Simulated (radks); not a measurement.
**Nuclear size and the levels of Ar²⁺**

The task here is to estimate one member of a computed series from the others.

The numbers are computed with radks (a radial shooting solver on a logarithmic mesh, Libxc functionals) version 1 (Dirac Kohn-Sham, PBE, spin-unpolarised, spherical densities, finite nucleus; open shells fill j = l - 1/2 first), except any that are marked as measured or tabulated.

**The system**

- element: argon (Z = 18)
- charge: +2
- electrons: 16
- configuration: [Ne] 3s2 3p4
- nuclear rms radius: 3.4274 fm

The first run:

Input:

```text
Z 18
configuration [Ne] 3s2 3p4 4s0 3d0
relativity Dirac
functional pbe,pbe
spin unpolarised
j_filling energy
nucleus finite rms 3.4274 fm
c 137.035999084
```

Among the steps run: rms radius 3.4274 fm.

One table of the session follows, with a row left open; its other results are not shown here.

It belongs to the step «rms radius 3.4274 fm». Radial moments (bohr):

```
level     <r>  outermost maximum (interpolated)  90 % within  nodes
2p1/2  0.3745                             0.279        0.621      0
2p3/2  0.3769                             0.281        0.624      0
3s1/2   1.329                              1.15         1.99      2
3p1/2       ?                                 ?            ?      ?
3p3/2   1.470                              1.23         2.25      1
3d3/2   2.006                              1.48         3.31      0
3d5/2   2.007                              1.48         3.31      0
4s1/2   3.518                              3.20         5.08      3
```

**Question.** Estimate the row for 3p1/2.

As computed: <r>: 1.463; outermost maximum (interpolated): 1.23; 90 % within: 2.24; nodes: 1. In the column «<r>» it lies between 3s1/2 (1.329) and 3p3/2 (1.470).
